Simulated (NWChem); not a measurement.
# One shape, several levels: CHBrF2 (bromodifluoromethane)

We compute a comparison of 6 runs (HF/def2-SVP, HF/aug-cc-pVDZ, HF/cc-pVTZ, B3LYP/6-31G*, PBE0/aug-cc-pVDZ, PBE0/def2-SVP) of CHBrF2 (bromodifluoromethane). 

Program for the calculation: NWChem 7.3.0.

**1. The molecule**

The species is CHBrF2 (5 atoms), meant as a singlet with charge 0. SMILES: `FC(F)Br`. The shape is that of a PBE0-D4/def2-TZVP optimisation.

Bond lengths: F1–C2 1.332 Å, C2–F3 1.332 Å, C2–Br4 1.938 Å, C2–H5 1.090 Å. Angles: F1–C2–F3 108.5°, F1–C2–Br4 109.7°, F3–C2–Br4 109.7°, F1–C2–H5 110.3°, F3–C2–H5 110.3°, Br4–C2–H5 108.2°.

**2. Energy and forces at HF/def2-SVP (run 1)**

run.py reads:

```python
from ase import Atoms
from ase.calculators.nwchem import NWChem

mol = Atoms(['F', 'C', 'F', 'Br', 'H'], positions=[
    [0.174340, -0.623850, 1.201130],
    [0.141760, 0.019230, 0.034970],
    [0.707870, -0.753840, -0.890480],
    [-1.695370, 0.389750, -0.456680],
    [0.671400, 0.968700, 0.111060],
])

calc = NWChem(
    label='job',
    theory='scf',
    memory='2200 mb',
    basis='def2-SVP',
    basispar='spherical bse',
    scf={'nopen': '0', 'rhf': None, 'thresh': '1e-08', 'maxiter': '80', 'print': 'low'},
)
mol.calc = calc

forces = mol.get_forces()
print(f"energy = {mol.get_potential_energy():.6f} eV")
print("forces (eV/A):")
for s, f in zip(mol.symbols, forces):
    print(f"{s:2s} {f[0]:10.5f} {f[1]:10.5f} {f[2]:10.5f}")
```

Run with:

```bash
$ export ASE_NWCHEM_COMMAND="nwchem PREFIX.nwi > PREFIX.nwo"
$ python run.py
```

The program printed:

```text
energy = -76442.821353 eV
forces (eV/A):
F     0.00962    0.46604   -0.92925
C     0.17376   -0.64154    0.08382
F    -0.42140    0.57125    0.76007
Br    0.32113   -0.09744    0.08798
H    -0.08315   -0.29825   -0.00267
```

The calculator wrote job.nwi:

```
title "job"

permanent_dir job

scratch_dir job

start job

geometry units angstrom nocenter noautosym noautoz
  F  1.7433999999999999e-01 -6.2385000000000002e-01 1.2011300000000000e+00
  C  1.4176000000000000e-01 1.9230000000000001e-02 3.4970000000000001e-02
  F  7.0787000000000000e-01 -7.5383999999999995e-01 -8.9048000000000005e-01
  Br -1.6953700000000000e+00 3.8974999999999999e-01 -4.5667999999999997e-01
  H  6.7140000000000000e-01 9.6870000000000001e-01 1.1106000000000001e-01
end

memory 2200 mb

basis spherical bse noprint
   * library def2-SVP
end

scf
  nopen 0
  rhf
  thresh 1e-08
  maxiter 80
  print low
end

task scf gradient
```

job.nwo:

```text
Northwest Computational Chemistry Package (NWChem) 7.3.0
             --------------------------------------------------------

           Job information
           ---------------

    nwchem branch   = 7.3.0
    use scalapack   = T
    input           = job.nwi
    prefix          = job.
    data base       = job/job.db
    status          = startup
    nproc           =        1

           Memory information
           ------------------

[... 5 lines left out ...]
    hardfail = no
[... 104 lines left out ...]
       Final RHF  results
[... 3 lines left out ...]
      One-electron energy =  -4427.448101322830
[... 1 line left out ...]
 Nuclear repulsion energy =    258.805656504737
[... 6 lines left out ...]
                         RHF ENERGY GRADIENTS

    atom               coordinates                        gradient
                 x          y          z           x          y          z
   1 F       0.329455  -1.178906   2.269807   -0.000187  -0.009063   0.018071
   2 C       0.267888   0.036339   0.066084   -0.003379   0.012476  -0.001630
   3 F       1.337680  -1.424551  -1.682763    0.008195  -0.011109  -0.014781
   4 Br     -3.203785   0.736521  -0.863000   -0.006245   0.001895  -0.001711
   5 H       1.268762   1.830578   0.209873    0.001617   0.005800   0.000052

 Task  times  cpu:       16.0s     wall:       16.0s
 Total times  cpu:       16.0s     wall:       16.0s
```

It took 17 s on 1 thread of AMD EPYC 7B13 (Zen 3), shared host; peak memory 0.1 GiB.

**3. Energy and gradient at HF/aug-cc-pVDZ (run 2)**

a.nw reads:

```
START a
memory stack 880 mb heap 220 mb global 1100 mb

GEOMETRY units atomic noautosym nocenter noautoz
F      0.32945485    -1.17890564     2.26980674
C      0.26788758     0.03633943     0.06608372
F      1.33768043    -1.42455114    -1.68276332
Br    -3.20378498     0.73652076    -0.86300013
H      1.26876212     1.83057770     0.20987298
END

BASIS spherical bse
* library aug-cc-pVDZ
END

SCF
thresh 1e-08
maxiter 80
print medium
END

TASK scf gradient
```

Run with:

```bash
$ nwchem a.nw > a.out
```

The program printed:

```text
[...]
  functions       =   114
[...]
  wavefunction    = RHF
[...]
         Total SCF energy =  -2809.732446834143
      One-electron energy =  -4427.176017018878
      Two-electron energy =   1358.637932329710
 Nuclear repulsion energy =    258.805637855025
        Time for solution =    162.5s
[...]
                         RHF ENERGY GRADIENTS
    atom               coordinates                        gradient
                 x          y          z           x          y          z
   1 F       0.329455  -1.178906   2.269807   -0.000187  -0.002663   0.008027
   2 C       0.267888   0.036339   0.066084   -0.001459  -0.001980  -0.000242
   3 F       1.337680  -1.424551  -1.682763    0.003591  -0.003588  -0.006778
   4 Br     -3.203785   0.736521  -0.863000   -0.003898   0.001896  -0.001112
   5 H       1.268762   1.830578   0.209873    0.001953   0.006335   0.000104
[...]
```

Run time: 3.8 min. Hardware: 1 thread of AMD EPYC 7B13 (Zen 3), shared host; peak memory 0.1 GiB.

Runs 3 to 5 aren't shown in full; the table further down has their settings and results.

**4. Energy and gradient at PBE0/def2-SVP (run 6)**

test.xyz reads:

```xyz
5

F      0.174340    -0.623850     1.201130
C      0.141760     0.019230     0.034970
F      0.707870    -0.753840    -0.890480
Br    -1.695370     0.389750    -0.456680
H      0.671400     0.968700     0.111060
```

run.py reads:

```python
from ase.io import read
from ase.calculators.nwchem import NWChem

mol = read('test.xyz')

calc = NWChem(
    label='test',
    theory='dft',
    memory='2200 mb',
    basis='def2-SVP',
    basispar='spherical bse',
    dft={'xc': 'pbe0', 'mult': '1', 'grid': 'xfine', 'convergence': 'energy 1e-08', 'iterations': '100', 'mulliken': None},
)
mol.calc = calc

forces = mol.get_forces()
print(f"energy = {mol.get_potential_energy():.6f} eV")
print("forces (eV/A):")
for s, f in zip(mol.symbols, forces):
    print(f"{s:2s} {f[0]:10.5f} {f[1]:10.5f} {f[2]:10.5f}")
print("dipole (e A):", mol.get_dipole_moment().round(4))
```

Run with:

```bash
$ export ASE_NWCHEM_COMMAND="nwchem PREFIX.nwi > PREFIX.nwo"
$ python run.py
```

The program printed:

```text
energy = -76505.144877 eV
forces (eV/A):
F    -0.02731    0.12686   -0.16419
C    -0.03281   -0.60735    0.02900
F    -0.09873    0.14444    0.11555
Br    0.00653    0.00972    0.00108
H     0.15226    0.32632    0.01856
dipole (e A): [0.1408 0.2549 0.0201]
```

The calculator wrote test.nwi:

```
title "test"

permanent_dir test

scratch_dir test

start test

geometry units angstrom nocenter noautosym noautoz
  F  1.7433999999999999e-01 -6.2385000000000002e-01 1.2011300000000000e+00
  C  1.4176000000000000e-01 1.9230000000000001e-02 3.4970000000000001e-02
  F  7.0787000000000000e-01 -7.5383999999999995e-01 -8.9048000000000005e-01
  Br -1.6953700000000000e+00 3.8974999999999999e-01 -4.5667999999999997e-01
  H  6.7140000000000000e-01 9.6870000000000001e-01 1.1106000000000001e-01
end

memory 2200 mb

basis spherical bse noprint
   * library def2-SVP
end

dft
  xc pbe0
  mult 1
  grid xfine
  convergence energy 1e-08
  iterations 100
  mulliken
end

task dft gradient
```

test.nwo:

```text
Northwest Computational Chemistry Package (NWChem) 7.3.0
             --------------------------------------------------------

           Job information
           ---------------

    nwchem branch   = 7.3.0
    use scalapack   = T
    input           = test.nwi
    prefix          = test.
    data base       = test/test.db
    status          = startup
    nproc           =        1

           Memory information
           ------------------

[... 5 lines left out ...]
    hardfail = no
[... 99 lines left out ...]
  convergence criterion.
[... 42 lines left out ...]
          Spatial weights used:  Erf1
[... 32 lines left out ...]
 1-e energy   =   -4427.200694
[... 50 lines left out ...]
           Coulomb energy =     1474.698025443112
[... 634 lines left out ...]
          Convergence on density requested:  1.00D-05
[... 28 lines left out ...]
          total energy or number of iterations.
[... 36 lines left out ...]
                 ----------------------------------------
                 |  Time  |  1-e(secs)   |  2-e(secs)   |
                 ----------------------------------------
                 |  CPU   |       0.00   |       3.42   |
                 ----------------------------------------
                 |  WALL  |       0.00   |       3.42   |
                 ----------------------------------------

 Task  times  cpu:       17.6s     wall:       17.6s
 Total times  cpu:       17.7s     wall:       17.7s
```

Wall time 19 s (1 thread of AMD EPYC 7B13 (Zen 3), shared host); peak memory 0.13 GiB.

**5. The series**

| run | level | Cartesian functions | iteration cap | energy (Eh) | largest force (eV/Å) | wall time |
| --- | --- | --- | --- | --- | --- | --- |
| 1 | HF/def2-SVP | no | 80 | -2809.221893 | 1.040 | 17 s |
| 2 | HF/aug-cc-pVDZ | no | 80 | -2809.732447 | 0.435 | 3.8 min |
| 3 | HF/cc-pVTZ | no | 80 | -2809.870763 | 1.030 | 8.1 min |
| 4 | B3LYP/6-31G* (Cartesian functions) | yes | 100 | -2812.255863 | 0.586 | 28 s |
| 5 | PBE0/aug-cc-pVDZ | no | 100 | -2812.017018 | 0.452 | 2.2 min |
| 6 | PBE0/def2-SVP | no | 100 | -2811.512240 | 0.609 | 19 s |

**6. Outcome**

| quantity | value |
| --- | --- |
| run 6: total energy | -2811.51224 Eh |
| run 6: dipole moment | 1.40 D |
| run 6: HOMO energy | -8.68 eV |
| run 6: LUMO energy | -0.17 eV |
| run 6: HOMO–LUMO gap | 8.52 eV |
| run 6: largest force on an atom | 0.609 eV/Å |

What this shows: Over runs 2, 3, 6 the dipole moment (its size) runs from 1.40 D (PBE0/def2-SVP) to 1.58 D (HF/aug-cc-pVDZ). The two ends differ in method and basis. Over runs 2, 3, 6 the HOMO–LUMO gap runs from 8.52 eV (PBE0/def2-SVP) to 15.10 eV (HF/cc-pVTZ). Totals of different functionals can't be ranked against each other. All runs together took 15 min, the longest 8.1 min.
